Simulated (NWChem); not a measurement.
# RbI (SMILES [Rb][I]): levels of theory compared

Aim: a comparison of 6 runs (TPSS/def2-TZVPP, B2PLYP/def2-TZVPP, B3LYP/def2-TZVPP, M06-2X/def2-TZVPP, M06-L/def2-TZVPP, PBE0/def2-TZVPP) of RbI. 

The calculation is run with NWChem 7.3.0.

**1. Starting point**

RbI has 2 atoms, charge 0, and is taken as a singlet. SMILES: `[Rb][I]`. Geometry: the measured bond length.

Bond lengths: Rb1–I2 3.177 Å.

**2. Energy and gradient at TPSS/def2-TZVPP (core potential) (run 1)**

Input file irb.nw:

```
start irb
title "IRb TPSS"
memory stack 880 mb heap 220 mb global 1100 mb

geometry units angstrom noautosym nocenter noautoz
  Rb    0.000000    0.000000    0.000000
  I     0.000000    0.000000    3.176879
end

basis spherical bse
  * library def2-TZVPP
end

ecp bse
  Rb library def2-TZVPP
  I library def2-TZVPP
end

dft
  xc xtpss03 ctpss03
  grid fine
  convergence energy 1e-08
  iterations 100
  mulliken
  print low
end

task dft gradient
```

Launch:

```sh
$ nwchem irb.nw > irb.out
```

The program printed:

```text
[...]
 d= 0,ls=0.0,diis     1   -321.7485714189 -3.59D+02  1.60D-02  2.19D-01     2.1
[...]
 d= 0,ls=0.0,diis     8   -321.7770160688  9.25D-11  5.82D-07  1.30D-08    13.3
         Total DFT energy =     -321.777016068772
      One electron energy =     -634.974819686539
           Coulomb energy =      301.633231678780
    Exchange-Corr. energy =      -25.913997759428
 Nuclear repulsion energy =       37.478569698415
[...]
      Total Density - Mulliken Population Analysis
     ---------------------------------------------
    Atom       Charge   Shell Charges
 -----------   ------   -------------------------------------------------------
    1 Rb   9     8.26   0.03 -0.30  1.50  0.78  0.11 -0.02  4.84  1.13  0.06  0.01  0.04  0.06  0.01  0.00
    2 I   25    25.74   0.19 -0.78  1.62  0.99  1.12  0.86 -0.49  6.44  1.40  2.86  1.53  9.16  0.81  0.03  0.00  0.00
[...]
                         DFT ENERGY GRADIENTS
    atom               coordinates                        gradient
                 x          y          z           x          y          z
   1 Rb      0.000000   0.000000   0.000000   -0.000000  -0.000000   0.004867
   2 I       0.000000   0.000000   6.003431    0.000000   0.000000  -0.004867
 Task  times  cpu:       19.6s     wall:       19.6s
 Total times  cpu:       19.6s     wall:       19.6s
```

Run time: 20 s. Hardware: 1 thread of Intel Xeon Platinum 8488C (Sapphire Rapids), shared host; peak memory 0.12 GiB.

**3. The energy at B2PLYP/def2-TZVPP (core potential) (run 2)**

Input file sp.xyz:

```xyz
2

Rb     0.000000     0.000000     0.000000
I      0.000000     0.000000     3.176879
```

Input file sp.nw:

```
start sp
memory stack 880 mb heap 220 mb global 1100 mb
charge 0
geometry units angstroms noautosym nocenter noautoz
   load format xyz sp.xyz
end
basis "ao basis" spherical bse
   * library def2-TZVPP
end
ecp bse
   Rb library def2-TZVPP
   I library def2-TZVPP
end
dft
   xc hfexch 0.53 becke88 0.47 lyp 0.73 mp2 0.27
   dftmp2 semidirect
   mult 1
   grid fine
   convergence energy 1e-08
   maxiter 100
   mulliken
end
mp2
   freeze core 4
end
task dft energy
```

Launch:

```sh
$ nwchem sp.nw > sp.out
```

The program printed:

```text
[...]
          Wavefunction type:  closed shell.
          No. of atoms     :     2
          No. of electrons :    34
[...]
          Charge           :     0
          Spin multiplicity:     1
[...]
          AO basis - number of functions:    90
[...]
              XC Information
              --------------
                     Hartree-Fock (Exact) Exchange  0.530
                    Becke 1988 Exchange Functional  0.470
              Lee-Yang-Parr Correlation Functional  0.730
[...]
 d= 0,ls=0.0,diis     1   -321.4366429740 -3.59D+02  8.50D-03  1.23D-01     2.0
[...]
 d= 0,ls=0.0,diis     8   -321.4608286968 -2.39D-09  5.59D-07  1.40D-09    11.5
         Total DFT energy =     -321.460828696821
      One electron energy =     -635.112808035872
           Coulomb energy =      301.789024674927
    Exchange-Corr. energy =      -25.615615034292
 Nuclear repulsion energy =       37.478569698415
[...]
      Total Density - Mulliken Population Analysis
     ---------------------------------------------
    Atom       Charge   Shell Charges
 -----------   ------   -------------------------------------------------------
    1 Rb   9     8.24   0.03 -0.30  1.47  0.79  0.09 -0.01  4.83  1.14  0.07  0.01  0.04  0.06  0.01  0.00
    2 I   25    25.76   0.19 -0.78  1.61  0.99  1.10  0.86 -0.49  6.44  1.40  2.83  1.60  9.19  0.79  0.03  0.00  0.00
[...]
  Basis functions       =     90
[...]
```

It took 15 s on 1 thread of Intel Xeon Platinum 8488C (Sapphire Rapids), shared host; peak memory 0.25 GiB.

Runs 3 to 5 aren't shown in full; the table further down has their settings and results.

**4. Energy and gradient at PBE0/def2-TZVPP (core potential) (run 6)**

Input file work.nw:

```
start work
memory stack 880 mb heap 220 mb global 1100 mb

geometry noautosym nocenter noautoz
  Rb    0.000000    0.000000    0.000000
  I     0.000000    0.000000    3.176879
end

basis spherical bse
  * library def2-TZVPP
end

ecp bse
  Rb library def2-TZVPP
  I library def2-TZVPP
end

dft
  xc pbe0
  grid fine
  convergence energy 1e-08
  iterations 100
  mulliken
end

task dft gradient
```

Launch:

```sh
$ nwchem work.nw > work.out
```

The program printed:

```text
[...]
          Wavefunction type:  closed shell.
          No. of atoms     :     2
          No. of electrons :    34
[...]
          Charge           :     0
          Spin multiplicity:     1
[...]
          AO basis - number of functions:    90
[...]
              XC Information
              --------------
                         PBE0 Method XC Functional
                     Hartree-Fock (Exact) Exchange  0.250
          PerdewBurkeErnzerhof Exchange Functional  0.750
            Perdew 1991 LDA Correlation Functional  1.000 local
           PerdewBurkeErnz. Correlation Functional  1.000 non-local
[...]
 d= 0,ls=0.0,diis     1   -321.8738219183 -3.59D+02  1.04D-02  1.50D-01     2.7
[...]
 d= 0,ls=0.0,diis     8   -321.8989166253 -5.13D-10  4.53D-07  5.78D-09    16.9
         Total DFT energy =     -321.898916625275
      One electron energy =     -635.157128910509
           Coulomb energy =      301.830296829317
    Exchange-Corr. energy =      -26.050654242499
 Nuclear repulsion energy =       37.478569698415
[...]
      Total Density - Mulliken Population Analysis
     ---------------------------------------------
    Atom       Charge   Shell Charges
 -----------   ------   -------------------------------------------------------
    1 Rb   9     8.25   0.03 -0.30  1.48  0.79  0.10 -0.02  4.84  1.14  0.06  0.01  0.04  0.06  0.01  0.00
    2 I   25    25.75   0.19 -0.78  1.62  0.99  1.12  0.85 -0.49  6.44  1.40  2.87  1.54  9.18  0.80  0.03  0.00  0.00
[...]
  wavefunction    = closed shell
                         DFT ENERGY GRADIENTS
    atom               coordinates                        gradient
                 x          y          z           x          y          z
   1 Rb      0.000000   0.000000   0.000000   -0.000000  -0.000000   0.003785
   2 I       0.000000   0.000000   6.003431    0.000000   0.000000  -0.003785
[...]
```

Wall time 24 s (1 thread of Intel Xeon Platinum 8488C (Sapphire Rapids), shared host); peak memory 0.12 GiB.

**5. The series**

| run | level | task | frozen core orbitals | energy (Eh) | largest force (eV/Å) | wall time |
| --- | --- | --- | --- | --- | --- | --- |
| 1 | TPSS/def2-TZVPP (core potential) | gradient | – | -321.777016 | 0.250 | 20 s |
| 2 | B2PLYP/def2-TZVPP (core potential) | energy | 4 | -321.645392 | – | 15 s |
| 3 | B3LYP/def2-TZVPP (core potential) | gradient | – | -321.996481 | 0.302 | 22 s |
| 4 | M06-2X/def2-TZVPP (core potential) | gradient | – | -321.757302 | 0.194 | 26 s |
| 5 | M06-L/def2-TZVPP (core potential) | gradient | – | -322.055713 | 0.394 | 36 s |
| 6 | PBE0/def2-TZVPP (core potential) | gradient | – | -321.898917 | 0.195 | 24 s |

**6. Results**

```
                       quantity          value
            run 6: total energy  -321.89892 Eh
           run 6: dipole moment        11.50 D
             run 6: HOMO energy       -5.40 eV
             run 6: LUMO energy       -1.50 eV
           run 6: HOMO–LUMO gap        3.90 eV
run 6: largest force on an atom     0.195 eV/Å
```

**Reading.** Over runs 2, 3, 4, 5, 6 the dipole moment (its size) runs from 11.38 D (B3LYP/def2-TZVPP) to 11.82 D (M06-L/def2-TZVPP). Over runs 2, 3, 4, 5, 6 the HOMO–LUMO gap runs from 2.70 eV (M06-L/def2-TZVPP) to 5.10 eV (B2PLYP/def2-TZVPP). A double hybrid's value is that of its SCF part. Totals of different functionals can't be ranked against each other. All runs together took 2.4 min, the longest 36 s.
